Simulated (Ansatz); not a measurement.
# Ge: the cost of one run

Computed with the Python package of Ansatz 0.2.0. Level of theory: DFT PBEsol, plane waves, PAW.

## 1. The structure

The structure is orthorhombic, space group Fmmm (No. 69). The conventional cell has a = 5.261 Å, b = 5.771 Å, c = 10.231 Å, α = 90.00°, β = 90.00°, γ = 90.00°. Around Ge (site symmetry mm2) lie 6 Ge at 2.71 to 2.96 Å. Ge (site symmetry m2m) is surrounded by 5 Ge at 2.61 to 2.73 Å.

ge.extxyz, read by the script:

```xyz
4
Lattice="0.0 2.88574 5.115665 2.630497 0.0 5.115665 2.630497 2.88574 0.0" Properties=species:S:1:pos:R:3 pbc="T T T"
Ge    2.63049700    2.88574000    7.99953929
Ge    2.63049700    2.88574000    2.23179071
Ge    2.63049700    1.57855749    5.11566500
Ge    2.63049700    4.19292251    5.11566500
```

## 2. The code

Contents of kconv_ge.py:

```python
"""k-point test for Ge."""

import ansatz as az

CUTOFF = 450


def main() -> None:
    xtal = az.Crystal.from_extxyz("ge.extxyz")

    calc = (
        xtal.calculation()
        .occupations(az.OccupationsMethod.FERMI_DIRAC, width=50 * az.meV)
        .basis(CUTOFF)
        .functional(az.Functional.PBESOL)
    )

    rows = []
    for value in [(2, 2, 2), (3, 3, 3), (4, 4, 4), (5, 5, 5), (6, 6, 6), (8, 8, 8)]:
        summary = calc.kpoints(*value).run(threads=1, pin="off").report
        rows.append((value, summary["free_energy_ev"] / len(summary["lattice"]["sites"]), summary["n_iterations"], summary["n_kpoints"]))

    print("        mesh   F/atom (eV)    iterations      k-points")
    for row in rows:
        print(f"{str(row[0]):>12s}  {row[1]:12.5f}  {row[2]:12d}  {row[3]:12d}")

    # the last row is the reference
    for row in rows[:-1]:
        shift = 1000 * (row[1] - rows[-1][1])
        print(f"{row[0]}: {shift:+.2f} meV/atom" + ("  (within 5 meV)" if abs(shift) < 5 else ""))


if __name__ == "__main__":
    main()
```

## 3. The calls as engine input

The package turns the script's settings into the engine's input (first run):

```yaml
crystal:
  lattice:
    - [0.0, 2.88574, 5.115665]
    - [2.630497, 0.0, 5.115665]
    - [2.630497, 2.88574, 0.0]
  atoms:
    - { symbol: Ge, position: [0.7818669996960318, 0.7818669996960318, 0.21813300030396823] }
    - { symbol: Ge, position: [0.2181330003039683, 0.2181330003039683, 0.7818669996960317] }
    - { symbol: Ge, position: [0.2735099991683242, 0.7264900008316758, 0.2735099991683242] }
    - { symbol: Ge, position: [0.7264900008316757, 0.2735099991683243, 0.7264900008316757] }
basis:
  ecutwfc: 450.0
kpoints:
  mp_grid:
    grid: [2, 2, 2]
hamiltonian:
  xc: pbesol
scf:
  occupations:
    method: fermi_dirac
    width: 0.05
```

## 4. The run

The run is started by

```console
> python kconv_ge.py
```

Q: Estimate wall time and peak memory on 1 thread of Arm Neoverse V1, shared host.

About 28 s, with a peak of 0.51 GiB.
